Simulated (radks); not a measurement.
# The Coulomb parameter U of the 4d shell of Pd

One table from this session's results is given with a row withheld; the runs are named, their logs left out.

Program: radks (a radial shooting solver on a logarithmic mesh, Libxc functionals) version 1. Level of theory: scalar-relativistic Kohn-Sham, PBE, spin-unpolarised, spherical densities, point nucleus. These are calculated values, not measurements, unless marked.

### The system

```
element       : palladium (Z = 46)
charge        : 0
electrons     : 46
configuration : [Kr] 4d8.5 5s1.5
```

The first run:

The run's settings:

```text
Z 46
configuration [Kr] 4d8.5 5s1.5
relativity scalar-relativistic
functional pbe,pbe
spin unpolarised
nucleus point
c 137.035999084
```

Steps of the session up to this table: Start: [Kr] 4d8.5 5s1.5.

One of the session's tables, all rows but one given; the rest of the session is left out.

It belongs to the step «Start: [Kr] 4d8.5 5s1.5». Sizes of the orbitals, from the radial functions (bohr):

```
level     <r>  outermost maximum (interpolated)  90 % within  nodes
   2p  0.1206                            0.0934        0.196      0
   3s  0.3793                             0.342        0.559      2
   3p  0.3787                             0.335        0.570      1
   3d  0.3576                             0.282        0.567      0
   4s       ?                                 ?            ?      ?
   4p   1.037                             0.908         1.53      2
   4d   1.461                              1.08         2.37      1
   5s   3.129                              2.52         4.77      4
```

**Question.** Estimate the row for 4s.

**Answer.** <r>: 0.9435; outermost maximum (interpolated): 0.851; 90 % within: 1.37; nodes: 3. In the column «<r>» it lies between 3s (0.3793) and 4p (1.037).
